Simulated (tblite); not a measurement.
# C4H13BN2Si: the cost of one run

Computed with tblite 0.8.0 and PySCF 2.14.0, with density-fitted response routines of our own, on a single molecule in the gas phase. Atoms are numbered from 0 throughout.

## 1. The molecule as given

21 atoms, charge 0, multiplicity 1; geometry from: force field or distance geometry start.

Bonds of the start (Å): Si0–C1 1.86, C1–N2 1.41, N2–B3 1.52, B3–N4 1.50, N4–C5 1.44, C5–C6 1.51, C6–C7 1.50, C7–C5 1.50, Si0–H8 1.46, Si0–H9 1.47, Si0–H10 1.47, C1–H11 1.12, C1–H12 1.12, N2–H13 1.04, B3–H14 1.19, N4–H15 1.05, C5–H16 1.11, C6–H17 1.11, C6–H18 1.11, C7–H19 1.13, C7–H20 1.10.

## 2. Optimising the geometry with GFN2-xTB

Job settings and geometry (Å):

```
{"job": {"kind": "relax", "xc": "GFN2-xTB", "basis": "xTB"}, "charge": 0, "multiplicity": 1}
Si     3.325700     0.428600     0.736100
C      2.574100    -0.710800    -0.522200
N      1.471200    -0.094300    -1.143100
B      0.347200     0.304100    -0.194600
N     -0.989200    -0.364700    -0.368000
C     -2.017400     0.052200     0.553700
C     -3.336500    -0.640900     0.314800
C     -3.206600     0.839700     0.090800
H      2.415800     0.561400     1.868600
H      3.588900     1.728500     0.099900
H      4.595200    -0.105800     1.242200
H      3.367800    -0.879100    -1.298300
H      2.370700    -1.729100    -0.100200
H      1.690100     0.642500    -1.846800
H      0.671400     0.820600     0.827500
H     -0.835000    -1.396800    -0.247600
H     -1.790500     0.209100     1.624100
H     -3.869000    -1.039100     1.207300
H     -3.388900    -1.229000    -0.622700
H     -3.739100     1.437600     0.883100
H     -3.255000     1.182400    -0.950200
```

Started as:

```sh
$ OMP_NUM_THREADS=1 python probes_run.py task.json out
```

This one command runs all jobs of the session in turn.

**Question.** How long does this first job take on 1 thread of Arm Neoverse N1, shared host, and how much memory does it need?

About 2.6 s, with a peak of 0.18 GiB.
